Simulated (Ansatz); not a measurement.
# Al₂H₄Se: how energies converge with the basis set

The task here is to estimate one member of a computed series from the others.

The runs use Ansatz 0.2.0, Gaussian basis; one geometry, several basis sets.

Levels to be run: PBE0-D4/def2-SVP; ωB97M-V/def2-SVP; PBE0-D4/def2-QZVPP; ωB97M-V/def2-QZVPP; the functionals' def2-TZVPP values are taken from earlier runs.

1 further run of the same task is left out (it didn't finish).

## The relaxed structure

All runs share one geometry, relaxed beforehand with PBE0-D4 in a triple-zeta def2 set.

7 atoms, charge 0, spin multiplicity 1.

Atoms are counted from 1 here; the program's logs count them from 0.

Bond lengths: Al1–Al2 2.584 Å, Al1–H4 1.593 Å, Al1–H5 1.593 Å, Al2–Se3 2.331 Å, Al2–H6 1.591 Å, Se3–H7 1.469 Å. Angles: Al2–Al1–H4 121.5°, Al2–Al1–H5 121.4°, H4–Al1–H5 117.1°, Al1–Al2–Se3 117.0°, Al1–Al2–H6 127.9°, Se3–Al2–H6 115.1°, Al2–Se3–H7 93.6°.

The first run:

File in.yaml:

```yaml
crystal:
  periodic: [false, false, false]
  atoms:
    - {symbol: Al, position_ang: [-1.578054, 0.539633, -0.900264]}
    - {symbol: Al, position_ang: [0.683428, 0.231585, 0.310276]}
    - {symbol: Se, position_ang: [1.280704, -1.943041, 0.899269]}
    - {symbol: H, position_ang: [-1.688000, 0.476069, -2.487903]}
    - {symbol: H, position_ang: [-2.924342, 0.803040, -0.090881]}
    - {symbol: H, position_ang: [1.736975, 1.353112, 0.713599]}
    - {symbol: H, position_ang: [2.550590, -1.528300, 1.510404]}
basis:
  gaussian: {orbitals: def2-SVP}
hamiltonian: {xc: pbe0, dispersion: d4}
output: {orbitals: {seedname: orbitals}}
```

Steps of the session up to this table: PBE0-D4 in def2-SVP; ωB97M-V in def2-SVP; PBE0-D4 in def2-QZVPP; ωB97M-V in def2-QZVPP.

One table of the session follows, with a row left open; its other results are not shown here.

It belongs to the step «Density functionals: the series». 

```
functional       basis  HOMO (eV)  LUMO (eV)
   PBE0-D4    def2-SVP      -7.16      -2.31
   PBE0-D4  def2-TZVPP      -7.13      -2.31
   PBE0-D4  def2-QZVPP      -7.13      -2.32
   ωB97M-V    def2-SVP          ?          ?
   ωB97M-V  def2-TZVPP      -9.03      -0.69
   ωB97M-V  def2-QZVPP      -9.03      -0.78
```

Q: Estimate the row for ωB97M-V, def2-SVP from the others.

As computed: HOMO (eV): -9.02; LUMO (eV): -0.63. In the column «HOMO (eV)» it lies between ωB97M-V, def2-QZVPP (-9.03) and PBE0-D4, def2-SVP (-7.16).
